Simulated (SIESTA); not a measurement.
The system is MgMnCoO4.

```
Co Mn Mg O
1.0
     5.20261    0.00000    0.00000
     0.00000    2.95809    0.00000
    -1.69972    0.00000    4.94187
Co Mn Mg O
1 1 1 4
Direct
  0.50000 0.00000 0.50000
  0.00000 0.50000 0.50000
  0.00000 0.00000 0.00000
  0.78870 0.00000 0.28970
  0.22104 0.50000 0.26697
  0.77896 0.50000 0.73303
  0.21130 0.00000 0.71030
```

The cell comes from a database or a generator and needn't be the stable form of this composition.

* Program: SIESTA 5.4.2
* Task: single point
* Functional: PBEsol
* Potentials or basis: PseudoDojo 0.4 standard (PBEsol files)
* Basis: DZP (energy shift 0.003 Ry; two zetas on semicore shells)
* Grid cutoff: 800 Ry
* Energy shift: 0.003 Ry
* k mesh: 6 × 9 × 6
* Occupations: fermi-dirac, width 0.05 eV
* Spin: collinear spin, ferromagnetic start
* Starting moments: [2.0, 4.0, 0.0, 0.0, 0.0, 0.0, 0.0] μB

On this cell: pressure -9.1 GPa; largest force 0.478 eV/Å; net moment 6.00 μB per cell; site moments Co +2.66; Mn +2.87; Mg +0.00; O +0.07, +0.16 μB; band gap on the k mesh none (metal or under the smearing width).

The same run follows on a disturbed copy (atoms moved at random, drawn with an rms of 0.05 Å):

```xyz
7
Lattice="5.2026 0.0000 0.0000 0.0000 2.9581 0.0000 -1.6997 0.0000 4.9419" Properties=species:S:1:pos:R:3 pbc="T T T"
Co    1.7416   -0.0108    2.4880
Mn   -0.7919    1.4684    2.4918
Mg   -0.0084    0.0069   -0.0191
O     3.6450    0.0148    1.4464
O     0.7277    1.4511    1.3182
O     2.8490    1.5224    3.6171
O    -0.0686    0.0473    3.5260
```

Problem. What does the disturbed cell give?

Solution. The energy (extrapolated to zero smearing) moves by +5.7 meV/atom; pressure -8.7 GPa; largest force 0.718 eV/Å; net moment 6.00 μB per cell; site moments Co +2.66; Mn +2.86; Mg +0.00; O +0.06, +0.18, +0.15, +0.09 μB; band gap on the k mesh none (metal or under the smearing width).

Forces in eV/Å, atoms in the order of the input:
```
Co   0.318  0.070 -0.222
Mn  -0.374  0.389 -0.474
Mg   0.098  0.046  0.294
O    0.180 -0.045  0.630
O    0.029  0.196  0.385
O   -0.189 -0.278 -0.367
O   -0.062 -0.379 -0.244
```

Stress tensor (GPa, compression positive):
```
-10.56   0.31  -0.54
  0.31 -11.13  -0.61
 -0.54  -0.61  -4.52
```

Caveats: short orbitals over semicore shells can move pressures by several GPa; the basis of atomic orbitals isn't converged, which shifts pressures, moduli and gaps; semilocal functionals often make such compounds metallic where correlation or magnetic order opens a gap, which also shifts bond lengths; only a ferromagnetic start was run, and an antiferromagnetic order may lie lower in energy.
